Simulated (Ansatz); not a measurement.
# C₂H₈ClNSi: a ladder of functionals and wavefunction methods

Aim: compute C₂H₈ClNSi with functionals from several rungs and with coupled cluster. The yardstick is the atomisation energy at the CCSD(T) limit.

Program: Ansatz 0.2.0, Gaussian basis. Level of theory: functionals in def2-TZVPP, the program's frozen cores in correlated methods. These are calculated values, not measurements.

The runs, in order: PBE-D4, r2SCAN-D4, PBE0-D4, B3LYP-D4, ωB97X-V, ωB97M-V, B2PLYP; CCSD(T)/def2-TZVPP; MP2/def2-QZVPP; extrapolation to the limit.

### Step 1. The geometry

An earlier PBE0-D4 in a triple-zeta def2 set relaxation fixed the geometry.

SMILES `CCN[SiH2]Cl`, 13 atoms, charge 0, spin multiplicity 1.

Atoms are counted from 1 here; the program's logs count them from 0.

Bond lengths: C1–C2 1.516 Å, C1–H6 1.092 Å, C1–H7 1.094 Å, C1–H8 1.093 Å, C2–N3 1.452 Å, C2–H9 1.098 Å, C2–H10 1.095 Å, N3–Si4 1.697 Å, N3–H11 1.009 Å, Si4–Cl5 2.075 Å, Si4–H12 1.480 Å, Si4–H13 1.479 Å. Angles: C2–C1–H6 110.7°, C2–C1–H7 110.8°, C2–C1–H8 110.8°, H6–C1–H7 108.0°, H6–C1–H8 108.7°, H7–C1–H8 107.7°, C1–C2–N3 111.9°, C1–C2–H9 109.8°, C1–C2–H10 109.6°, N3–C2–H9 111.3°, N3–C2–H10 107.8°, H9–C2–H10 106.2°, C2–N3–Si4 124.3°, C2–N3–H11 113.4°, Si4–N3–H11 118.1°, N3–Si4–Cl5 114.9°, N3–Si4–H12 108.8°, N3–Si4–H13 108.3° and more.

Coordinates:

```xyz
13
C2H8ClNSi
C     0.1061   -1.4835   -1.3072
C     0.0035   -0.0505   -0.8248
N     0.3810    0.0806    0.5716
Si   -0.3224    1.1841    1.6515
Cl    0.1492    3.1734    1.2975
H    -0.5369   -2.1378   -0.7151
H     1.1329   -1.8509   -1.2205
H    -0.1864   -1.5620   -2.3569
H     0.6111    0.6023   -1.4654
H    -1.0293    0.2988   -0.9259
H     1.3181   -0.2408    0.7646
H    -1.7941    1.1101    1.5180
H     0.1673    0.8763    3.0127
```

### Step 2. PBE-D4 (GGA)

in.yaml

```yaml
crystal:
  periodic: [false, false, false]
  atoms:
    - {symbol: C, position_ang: [0.106143, -1.483532, -1.307187]}
    - {symbol: C, position_ang: [0.003514, -0.050471, -0.824817]}
    - {symbol: N, position_ang: [0.380956, 0.080595, 0.571558]}
    - {symbol: Si, position_ang: [-0.322438, 1.184099, 1.651486]}
    - {symbol: Cl, position_ang: [0.149213, 3.173376, 1.297471]}
    - {symbol: H, position_ang: [-0.536870, -2.137838, -0.715138]}
    - {symbol: H, position_ang: [1.132889, -1.850853, -1.220528]}
    - {symbol: H, position_ang: [-0.186388, -1.562031, -2.356880]}
    - {symbol: H, position_ang: [0.611051, 0.602269, -1.465354]}
    - {symbol: H, position_ang: [-1.029324, 0.298830, -0.925901]}
    - {symbol: H, position_ang: [1.318094, -0.240804, 0.764575]}
    - {symbol: H, position_ang: [-1.794083, 1.110083, 1.518024]}
    - {symbol: H, position_ang: [0.167252, 0.876267, 3.012690]}
basis:
  gaussian: {orbitals: def2-TZVPP}
hamiltonian: {xc: pbe, dispersion: d4}
output: {forces: true, orbitals: {seedname: orbitals}}
```

On the command line:

```
ansatz run in.yaml --threads 2 --pin off --events-out ev --progress --plain --max-ram 32768MiB --backend cuda --devices 0, --max-vram 18GiB
```

The runs that follow: r2SCAN-D4 (meta-GGA); PBE0-D4 (hybrid); B3LYP-D4 (hybrid); ωB97X-V (range-separated); ωB97M-V (range-separated); B2PLYP (double hybrid); CCSD(T) in def2-TZVPP; MP2 in def2-QZVPP.

Q: Predict the results of all the runs planned. Wanted: atomisation energy, CCSD(T)/CBS; farthest; mean size of error, hybrid; mean size of error, range-separated; gap, smallest and largest; T1 diagnostic; triples share of the correlation energy.

As calculated:

| quantity | value |
| --- | --- |
| atomisation energy, CCSD(T)/CBS | 4691.3 kJ/mol |
| functionals within 23.5 kJ/mol (0.5 %) | r2SCAN-D4, PBE0-D4, B3LYP-D4, ωB97X-V, ωB97M-V |
| farthest | B2PLYP (-55.3 kJ/mol) |
| mean size of error, hybrid | 0.5 kJ/mol |
| mean size of error, range-separated | 17.6 kJ/mol |
| gap, smallest and largest | 5.71 eV (PBE-D4), 12.25 eV (ωB97X-V) |
| T1 diagnostic | 0.0096 |
| triples share of the correlation energy | 3.8 % |

What this shows: PBE-D4 is off by +53.2 kJ/mol. Double hybrids carry the basis error of their MP2 part in triple zeta, and no dispersion term here, so their miss is partly the set-up's. The reference freezes the cores and leaves out relativity and excitations past (T), so misses under about 23.5 kJ/mol can't be ranked. Hartree-Fock recovers 74 % of the binding; the rest is correlation. The gap grows from 5.7 to 12.2 eV across the functionals, mostly with the share of exact exchange.
